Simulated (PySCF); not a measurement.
# C8H11F: the cost of one run

Computed with PySCF 2.14.0 and routines of our own; the level stands in each step. Atoms count from 0.

### 1 The system as given

20 atoms, charge -1, multiplicity 2; geometry from: GFN2-xTB.

### 2 Open-shell or spin-flip excitations: unrestricted TDA PBE0/def2-SVP in dimethylsulfoxide

Job settings and geometry (Å):

```
{"job": {"kind": "uabs", "xc": "PBE0", "basis": "def2-SVP", "nstates": 10, "tda": true, "solvent": "dimethylsulfoxide", "pol": false}, "charge": -1, "multiplicity": 2}
C      4.213692    -0.490448    -0.279400
C      2.862784    -0.547825    -0.468067
C      1.921569     0.387639    -0.026692
C      0.546453     0.297494    -0.242480
C     -0.384202     1.236412     0.202378
C     -1.747850     1.244862     0.015358
C     -2.514778     0.165006    -0.684773
C     -2.813781    -0.983764     0.276876
F     -3.613182    -1.969013    -0.302663
H      4.876477    -1.256153    -0.653071
H      4.674829     0.329127     0.250285
H      2.472315    -1.403195    -1.017426
H      2.292527     1.246220     0.527004
H      0.189360    -0.562881    -0.799809
H      0.024907     2.080375     0.755050
H     -2.341332     2.025080     0.475427
H     -1.944421    -0.231657    -1.529093
H     -3.466131     0.551726    -1.067517
H     -3.363962    -0.632060     1.156202
H     -1.890422    -1.476266     0.589980
```

With the program's defaults for keys left out, this is: unrestricted TDA PBE0/def2-SVP, vertical, IEF-PCM dimethylsulfoxide (non-equilibrium linear response), core orbitals frozen in the response.

Run with:

```
> OMP_NUM_THREADS=1 python excited_run.py task.json out
```

This one command runs all jobs of the session in turn.

**Question.** How long does this first job take on 1 thread of Arm Neoverse V2, shared host, and how much memory does it need?

About 55 s, with a peak of 0.98 GiB.
